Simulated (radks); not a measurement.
# Ne⁺ in [He] 2s2 2p5: an all-electron calculation

An exercise on one series of results from a longer session: the logs are not shown, and one member is left open.

Method: Dirac Kohn-Sham, PBE, spin-unpolarised, spherical densities, finite nucleus; open shells are shared between the two j in proportion to 2j + 1. Code: radks (a radial shooting solver on a logarithmic mesh, Libxc functionals) version 1.

## The system

```
element            : neon (Z = 10)
charge             : +1
electrons          : 9
configuration      : [He] 2s2 2p5
nuclear rms radius : 3.0055 fm
```

Outer shells as boxes (Hund's rule):

Ne⁺
```
[He] core
2s [↑↓]
2p [↑↓][↑↓][↑ ]
```

The first run:

Settings of this run:

```text
Z 10
configuration [He] 2s2 2p5 3s0 3p0 3d0
relativity Dirac
functional pbe,pbe
spin unpolarised
j_filling average
nucleus finite rms 3.0055 fm
c 137.035999084
```

Among the steps run: Self-consistent calculation.

One of the session's tables, all rows but one given; the rest of the session is left out.

It belongs to the step «Shells». Radial moments (bohr):

| level | <r> | outermost maximum (interpolated) | 90 % within |
| --- | --- | --- | --- |
| 1s1/2 | 0.1579 | 0.103 | 0.283 |
| 2s1/2 | 0.8638 | 0.672 | 1.38 |
| 2p1/2 | ? | ? | ? |
| 2p3/2 | 0.8841 | 0.604 | 1.52 |

Q: Estimate the row for 2p1/2 from the others.

The run gave: <r>: 0.8820; outermost maximum (interpolated): 0.602; 90 % within: 1.52. In the column «<r>» it lies between 2s1/2 (0.8638) and 2p3/2 (0.8841).

Limits of these values: Spin polarisation and multiplet splitting are left out.
